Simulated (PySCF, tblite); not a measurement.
# C₂H₇NSi (triplet), a small gas-phase stand-in for a defect centre: EPR parameters

Aim: the EPR parameters of `N[C]C[SiH3]`. It is drawn as: twofold C.

Programs: tblite 0.8.0 and PySCF 2.14.0. All values are calculated, for the isolated system unless a continuum is named. Atoms count from 0, parts from 1.

### 1 Starting point

11 atoms, charge 0, multiplicity 3; geometry: distance geometry start.

### 2 Relaxing the cluster with GFN2-xTB

What the job is given:

```
{"job": {"kind": "relax", "xc": "GFN2-xTB", "basis": "xTB"}, "charge": 0, "multiplicity": 3}
C      1.047629    -0.607311    -0.313346
C     -0.064246     0.235578     0.224452
Si    -1.710153    -0.549894     0.120561
N      2.255412     0.143842    -0.025400
H     -0.088769     1.178469    -0.332546
H      0.217880     0.510326     1.290074
H     -2.166375    -0.580521    -1.253752
H     -1.779066    -1.878538     0.783035
H     -2.641251     0.326682     0.917850
H      1.974617     1.161409     0.043913
H      3.004242     0.059630    -0.750143
```

Method: GFN2-xTB geometry optimisation, gas phase.

Launch:

```bash
$ OMP_NUM_THREADS=1 python cluster_run.py task.json out
```

This one command runs all jobs of the session in turn.

Output:

```text
step      E/eV     max force
  0    -334.15973    3.486
  1    -334.42780    1.606
  2    -334.50787    0.695
  3    -334.53933    0.690
  4    -334.62099    0.841
  5    -334.66070    0.743
  6    -334.71291    0.596
  7    -334.75366    0.538
  8    -334.78183    0.491
  9    -334.79799    0.442
 10    -334.81090    0.352
 11    -334.82400    0.308
 12    -334.83314    0.232
 13    -334.84020    0.243
 14    -334.84852    0.259
 15    -334.85643    0.255
 16    -334.86242    0.192
 17    -334.86680    0.178
 18    -334.87134    0.260
 19    -334.87815    0.346
 20    -334.88883    0.399
 21    -334.90275    0.366
 22    -334.91656    0.334
 23    -334.92837    0.302
 24    -334.94104    0.333
 25    -334.95588    0.421
 26    -334.96607    0.386
 27    -334.97988    0.281
 28    -334.99217    0.346
 29    -335.00603    0.392
 30    -335.02804    0.370
 31    -335.04708    0.676
 32    -335.07763    0.513
 33    -335.07943    0.677
 34    -335.09400    0.347
 35    -335.09806    0.186
 36    -335.10447    0.242
 37    -335.11037    0.236
 38    -335.11462    0.206
 39    -335.11825    0.129
 40    -335.12016    0.100
 41    -335.12208    0.142
 42    -335.12424    0.152
 43    -335.12719    0.149
 44    -335.13083    0.166
 45    -335.13455    0.186
 46    -335.13740    0.189
 47    -335.13878    0.163
 48    -335.14054    0.091
 49    -335.14126    0.063
 50    -335.14262    0.111
 51    -335.14374    0.108
 52    -335.14513    0.116
 53    -335.14637    0.098
 54    -335.14768    0.092
 55    -335.14898    0.100
 56    -335.15085    0.117
 57    -335.15335    0.160
 58    -335.15641    0.184
 59    -335.15974    0.164
 60    -335.16335    0.146
 61    -335.16494    0.370
 62    -335.17007    0.199
 63    -335.17336    0.135
 64    -335.17799    0.146
 65    -335.17951    0.184
 66    -335.18156    0.195
 67    -335.18371    0.128
 68    -335.18511    0.126
 69    -335.18651    0.174
 70    -335.18775    0.136
 71    -335.18881    0.128
 72    -335.18937    0.061
 73    -335.18975    0.053
 74    -335.19005    0.039
 75    -335.19032    0.031
 76    -335.19048    0.027
 77    -335.19061    0.031
 78    -335.19074    0.027
 79    -335.19091    0.033
 80    -335.19118    0.053
 81    -335.19156    0.068
 82    -335.19201    0.071
 83    -335.19236    0.054
 84    -335.19256    0.031
 85    -335.19268    0.025
 86    -335.19278    0.031
 87    -335.19288    0.031
 88    -335.19298    0.033
 89    -335.19307    0.028
 90    -335.19314    0.025
 91    -335.19320    0.017
 92    -335.19325    0.015
 93    -335.19328    0.017
 94    -335.19331    0.019
 95    -335.19335    0.020
 96    -335.19340    0.018
 97    -335.19344    0.017
 98    -335.19347    0.017
 99    -335.19350    0.011
100    -335.19351    0.011
101    -335.19352    0.009
102    -335.19353    0.007
```

Wall time 1.4 s (1 thread of Intel Xeon Platinum 8488C, shared host).

The steps of the relaxation:

```csv
step,energy from step 0 (eV),largest force (eV/Å)
0,0.0000,3.4858
4,-0.4613,0.8411
8,-0.6221,0.4916
12,-0.6734,0.2319
16,-0.7027,0.1924
20,-0.7291,0.3989
24,-0.7813,0.3330
28,-0.8324,0.3453
32,-0.9179,0.5123
36,-0.9447,0.2425
40,-0.9604,0.0993
44,-0.9711,0.1666
48,-0.9808,0.0902
52,-0.9854,0.1165
56,-0.9911,0.1168
60,-1.0036,0.1461
64,-1.0183,0.1459
68,-1.0254,0.1255
72,-1.0296,0.0603
76,-1.0307,0.0274
80,-1.0314,0.0534
84,-1.0328,0.0313
88,-1.0332,0.0332
92,-1.0335,0.0150
96,-1.0337,0.0186
100,-1.0338,0.0110
102,-1.0338,0.0064
```

Close pairs (by a distance rule), those that changed most:

```csv
bond,before (Å),after (Å),change (Å)
C1–Si2,1.827,1.937,+0.111
C0–N3,1.451,1.378,-0.073
C0–C1,1.495,1.449,-0.046
N3–H9,1.058,1.016,-0.042
Si2–H8,1.507,1.465,-0.042
C1–H5,1.136,1.099,-0.037
N3–H10,1.046,1.017,-0.028
Si2–H7,1.486,1.463,-0.023
```

### 3 Relaxing the molecule at PBE0-D3(BJ)/def2-SVP

What the job is given:

```
{"job": {"xc": "PBE0", "basis": "def2-SVP", "d3": "d3bj", "grid": 2, "kind": "geom", "shake": 0.01}, "charge": 0, "multiplicity": 3}
C      0.955373     0.733937    -0.452502
C     -0.292650     0.893345     0.308219
Si    -1.458826    -0.635021     0.012045
N      1.977245    -0.142740    -0.210932
H     -0.823261     1.791388    -0.007102
H     -0.088567     0.988428     1.384919
H     -1.753610    -0.690029    -1.404488
H     -0.686963    -1.822677     0.428230
H     -2.665391    -0.502067     0.833540
H      2.850550     0.265112    -0.012046
H      2.018788    -0.908177    -0.869584
```

Output:

```text
step   0  E = -424.06604387  max force = 0.033755
step   1  E = -424.07001988  max force = 0.004758
step   2  E = -424.07016397  max force = 0.002045
step   3  E = -424.07019124  max force = 0.000487
step   4  E = -424.07019512  max force = 0.000358
optimisation converged
```

Run time: 28 s. Hardware: 1 thread of Intel Xeon Platinum 8488C, shared host; peak memory 0.5 GiB.

Relaxation path:

```csv
step,energy from step 0 (eV),largest force component (eV/Å)
0,0.0000,1.7358
1,-0.1082,0.2447
2,-0.1121,0.1052
3,-0.1129,0.0250
4,-0.1130,0.0184
```

Close pairs (by a distance rule), those that changed most:

```csv
bond,before (Å),after (Å),change (Å)
Si2–H6,1.448,1.495,+0.047
C1–Si2,1.945,1.903,-0.042
N3–H9,0.984,1.019,+0.035
Si2–H8,1.466,1.498,+0.032
Si2–H7,1.476,1.495,+0.018
C1–H4,1.090,1.102,+0.012
C1–H5,1.100,1.110,+0.010
N3–H10,1.011,1.019,+0.008
```

The end geometry stands in the next job.

```csv
at the end point,value
point group (found at 0.08 Å tolerance),C1
"rotational constants (GHz, main isotopes)","13.032, 3.111, 2.706"
dipole moment (D),1.54
⟨S²⟩,2.006
```

### 4 g tensor and hyperfine couplings: B3LYP/IGLO-III+pcH-1

What the job is given:

```
{"job": {"kind": "epr"}, "charge": 0, "multiplicity": 3}
C      0.941584     0.759523    -0.461639
C     -0.316869     0.898672     0.298858
Si    -1.451178    -0.613176     0.073824
N      1.932181    -0.164815    -0.257029
H     -0.871332     1.791603    -0.032888
H     -0.124526     1.022931     1.385191
H     -1.838804    -0.744585    -1.364418
H     -0.732728    -1.856678     0.487500
H     -2.696261    -0.486185     0.896823
H      2.833286     0.206943     0.038823
H      2.063431    -0.858227    -0.991990
```

Method: UKS B3LYP, IGLO-III on C N Si, pcH-1 on H, non-relativistic, mean-field spin-orbit, GIAO.

Output:

```text
UKS, coarse grid
  cycle   1  E = -424.59035857  |g| = 2.59e-01
  cycle   2  E = -424.58657385  |g| = 2.81e-01
  cycle   3  E = -424.62541391  |g| = 4.25e-02
  cycle   4  E = -424.62648791  |g| = 9.17e-03
  cycle   5  E = -424.62656100  |g| = 5.35e-03
  cycle   6  E = -424.62657366  |g| = 2.71e-03
  cycle   7  E = -424.62657838  |g| = 9.02e-04
UKS, final grid
  cycle   1  E = -424.62658026  |g| = 1.22e-03
  cycle   2  E = -424.62657925  |g| = 2.01e-03
  cycle   3  E = -424.62658092  |g| = 1.04e-04
  cycle   4  E = -424.62658093  |g| = 4.37e-05
  cycle   5  E = -424.62658093  |g| = 1.69e-05
E = -424.62658093 Eh   <S^2> = 2.0063 (exact 2.0000)
g shifts (ppm)      1          2          3
  rmc          -161       -161       -161
  gc             28         12        -17
  oz_so        -153        364        580
  total        -286        215        402
hyperfine (MHz)  atom isotope    a_iso     a_fc   dipolar eigenvalues
    0   13C     238.63     238.77    -68.90     13.86     55.04
    1   13C      35.84      35.84     -5.53     -3.84      9.37
    2  29Si     -65.79     -65.88    -10.02      4.72      5.31
    3   14N      -4.89      -4.88     -6.11     -5.78     11.88
    4    1H      17.33      17.33     -5.62     -5.08     10.69
    5    1H      67.80      67.80     -5.13     -3.22      8.35
    6    1H      -2.10      -2.10     -2.27     -1.47      3.74
    7    1H      -1.34      -1.34     -2.14     -1.35      3.49
    8    1H      13.46      13.46     -1.53     -0.87      2.40
    9    1H      51.92      51.92     -9.12     -5.11     14.22
   10    1H      54.80      54.79     -9.06     -5.18     14.24
zero-field splitting (cm-1)  D = 0.5298  E = 0.0526  (spin-spin 0.4945, spin-orbit 0.0354)
```

Wall time 28 s (1 thread of Intel Xeon Platinum 8488C, shared host); peak memory 0.77 GiB.

Principal g values 2.00203, 2.00253, 2.00272; g(iso) = 2.00243, against 2.00232 for a free electron.

Hyperfine couplings, nucleus by nucleus at this fixed geometry (no averaging over rotations):

```csv
nuclei,isotope,a(iso) (MHz),"a(iso) (G, at g = 2.0023)",largest dipolar term (MHz)
C0,13C,238.6,85.1,-68.9
H5,1H,67.8,24.2,8.4
Si2,29Si,-65.8,-23.5,-10.0
H10,1H,54.8,19.6,14.2
H9,1H,51.9,18.5,14.2
C1,13C,35.8,12.8,9.4
H4,1H,17.3,6.2,10.7
H8,1H,13.5,4.8,2.4
N3,14N,-4.9,-1.7,11.9
H6,1H,-2.1,-0.7,3.7
H7,1H,-1.3,-0.5,3.5
```

Zero-field splitting: D = 0.530 cm⁻¹ (spin-spin 0.494, spin-orbit 0.035), E = 0.053 cm⁻¹.

Mulliken spin populations:

```csv
atom,value (e)
C0,1.73
C1,-0.10
Si2,0.09
N3,0.10
H4,0.01
H5,0.08
H6,0.00
H7,0.00
H8,0.02
H9,0.03
H10,0.04
```

### 5 g tensor and hyperfine couplings: BHandHLYP/IGLO-III+pcH-1

The job, as its differences from that of step 4:

```diff
@@ -1,2 +1,2 @@
-{"job": {"kind": "epr"}, "charge": 0, "multiplicity": 3}
+{"job": {"kind": "epr", "xc": "BHandHLYP"}, "charge": 0, "multiplicity": 3}
 C      0.941584     0.759523    -0.461639
```

With the program's defaults for keys left out, this is: UKS BHandHLYP, IGLO-III on C N Si, pcH-1 on H, non-relativistic, mean-field spin-orbit, GIAO.

Output:

```text
UKS, coarse grid
  cycle   1  E = -424.47684200  |g| = 2.02e-01
  cycle   2  E = -424.50569310  |g| = 9.36e-02
  cycle   3  E = -424.51058096  |g| = 4.50e-02
  cycle   4  E = -424.51212226  |g| = 1.11e-02
  cycle   5  E = -424.51233195  |g| = 4.62e-03
  cycle   6  E = -424.51237111  |g| = 1.67e-03
  cycle   7  E = -424.51237593  |g| = 7.20e-04
UKS, final grid
  cycle   1  E = -424.51237821  |g| = 5.56e-04
  cycle   2  E = -424.51237834  |g| = 4.94e-04
  cycle   3  E = -424.51237846  |g| = 1.24e-04
  cycle   4  E = -424.51237849  |g| = 7.44e-05
  cycle   5  E = -424.51237850  |g| = 9.41e-06
E = -424.51237850 Eh   <S^2> = 2.0095 (exact 2.0000)
g shifts (ppm)      1          2          3
  rmc          -162       -162       -162
  gc             27         13        -22
  oz_so        -162        353        538
  total        -297        204        354
hyperfine (MHz)  atom isotope    a_iso     a_fc   dipolar eigenvalues
    0   13C     270.57     270.72    -71.16     15.48     55.68
    1   13C      29.64      29.64     -5.46     -4.09      9.56
    2  29Si     -62.23     -62.30     -9.59      4.39      5.20
    3   14N      -4.76      -4.74     -5.84     -5.58     11.42
    4    1H      17.93      17.93     -5.73     -5.26     10.99
    5    1H      68.27      68.27     -5.01     -3.30      8.31
    6    1H      -2.07      -2.07     -2.27     -1.54      3.81
    7    1H      -1.46      -1.46     -2.11     -1.43      3.54
    8    1H      12.61      12.61     -1.45     -0.87      2.31
    9    1H      50.64      50.64     -9.01     -5.16     14.17
   10    1H      53.27      53.26     -8.96     -5.20     14.16
zero-field splitting (cm-1)  D = 0.5799  E = 0.0602  (spin-spin 0.5439, spin-orbit 0.0361)
```

It took 31 s on 1 thread of Intel Xeon Platinum 8488C, shared host; peak memory 0.85 GiB.

In short: g(iso) 2.00241.

### 6 Run by run: EPR parameters

g, ⟨S²⟩ and isotropic hyperfine couplings (MHz), with basis size and wall time:

```csv
run,g(iso),⟨S²⟩,13C C0,1H H5,29Si Si2,1H H10,1H H9,functions,time
B3LYP/IGLO-III+pcH-1,2.00243,2.006,238.6,67.8,-65.8,54.8,51.9,219,28 s
BHandHLYP/IGLO-III+pcH-1,2.00241,2.009,270.6,68.3,-62.2,53.3,50.6,219,31 s
```

### 7 Results

| quantity | value |
| --- | --- |
| point group | C1 |
| rotational constants (main isotopes) | 13.03, 3.11, 2.71 GHz |
| D, E (B3LYP) | 0.530, 0.053 cm⁻¹ |
| g(iso) (B3LYP) | 2.00243 |
| ⟨S²⟩ | 2.006 (exact 2.00) |
| largest a(iso) | 13C on C0, 238.6 MHz |

**Reading.** The start of the PBE0/def2-SVP relaxation was shaken at random by about 0.01 Å, so part of the energy gained, and of the first lengths quoted, undoes that. Relaxing lowered the energy by 0.113 eV in 4 steps; the close pair that moved most is Si2–H6, from 1.448 to 1.495 Å (PBE0/def2-SVP). No frequency check was run at this level, so the end point may be a saddle. C0 carries the largest spin population, 1.73 e. The isotropic g lies 0.1 ppt above the free-electron value. The coupling of 13C on C0 runs from 238.6 (B3LYP/IGLO-III+pcH-1) to 270.6 MHz (BHandHLYP/IGLO-III+pcH-1). The triplet was assumed; the singlet may lie lower. A capped cluster stands for the solid here, so long-range fields and strain are missing, and bands or shifts of the capping hydrogens have no counterpart in it.
